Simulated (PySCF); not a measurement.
# Al₄: triplet, from a tetrahedron start

The task is one start of a wider search on Al₄: the triplet, from a tetrahedron start. It is relaxed, tested by its Hessian and followed downhill if it is a saddle.

The runs use PySCF 2.14.0; PBE0, basis Al def2-TZVP, no relativity, density fitting.

## 1. The starting structure

4 atoms, charge 0, spin multiplicity 3.

Bond lengths: Al1–Al2 2.520 Å, Al1–Al3 2.520 Å, Al1–Al4 2.520 Å, Al2–Al3 2.520 Å, Al2–Al4 2.520 Å, Al3–Al4 2.520 Å. Angles: Al2–Al1–Al3 60.0°, Al2–Al1–Al4 60.0°, Al3–Al1–Al4 60.0°, Al1–Al2–Al3 60.0°, Al1–Al2–Al4 60.0°, Al3–Al2–Al4 60.0°, Al1–Al3–Al2 60.0°, Al1–Al3–Al4 60.0°, Al2–Al3–Al4 60.0°, Al1–Al4–Al2 60.0°, Al1–Al4–Al3 60.0°, Al2–Al4–Al3 60.0°.

Coordinates in bohr (charge 0 multiplicity 3):
```
Al    1.6837    1.6837    1.6837
Al    1.6837   -1.6837   -1.6837
Al   -1.6837    1.6837   -1.6837
Al   -1.6837   -1.6837    1.6837
```

## 2. First SCF at the start

The steps below are one call of a driver around PySCF. For each, scf.py gives the equivalent set-up of the SCF; relaxations use the driver's own optimiser. After this first run the driver tries any further starts and a stability analysis.

Contents of scf.py:

```python
from pyscf import gto, scf, dft
mol = gto.M(atom='''
Al     0.891000     0.891000     0.891000
Al     0.891000    -0.891000    -0.891000
Al    -0.891000     0.891000    -0.891000
Al    -0.891000    -0.891000     0.891000''',
    basis={'Al': 'def2-TZVP'},
    charge=0, spin=2)
mf = dft.UKS(mol, xc='PBE0')
mf.grids.atom_grid = (50, 194)
aux = {'Al': 'def2-universal-JKFIT'}
mf = mf.density_fit(auxbasis=aux)
mf.conv_tol = 1e-08
mf.diis_space = 10
mf.max_cycle = 60
mf.init_guess = 'minao'
mf.verbose = 4
mf.kernel()
```

Run with:

```
> OMP_NUM_THREADS=4 python axn.py task.json out
```

The runs that follow: Relaxation: tetrahedron start, triplet; Releasing the symmetry; Is it a minimum? Harmonic modes.

Before running it: what results should come out? Wanted: minimum; geometry; wavenumbers; dipole moment; highest occupied, lowest empty level; polar-tensor charge of Al1; zero-point energy; atomisation energy; ⟨S²⟩.

**Answer**, as computed:

| quantity | value |
| --- | --- |
| minimum | broken-symmetry (Ms = 1), C3v |
| geometry | Al–Al 2.638 Å (×3), Al–Al 2.731 Å (×3); Al–Al–Al 58.8° (×6), Al–Al–Al 60.0° (×3), Al–Al–Al 62.4° (×3) |
| wavenumbers (cm⁻¹) | 171 (e), 206 (a1), 256 (e), 316 (a1) |
| dipole moment | 0.24 D |
| highest occupied, lowest empty level (either spin) | -4.89, -2.88 eV |
| polar-tensor charge of Al1 | -0.10 e |
| zero-point energy | 8.2 kJ/mol |
| entropy at 298.15 K | 330.2 J/(mol K) |
| atomisation energy (no zero-point energy) | 557 kJ/mol |
| ⟨S²⟩ | 2.711 |

**Reading.** The tetrahedron start (Td) ends in a minimum of C3v symmetry. The determinant is spin-contaminated (⟨S²⟩ = 2.71 against 2.00), so it is no pure spin state. In the infrared the band at 256 cm⁻¹ (e) leads. The first SCF alone would have been 18 kJ/mol too high. Only this shape and spin were tried, so other structures or states may lie lower.
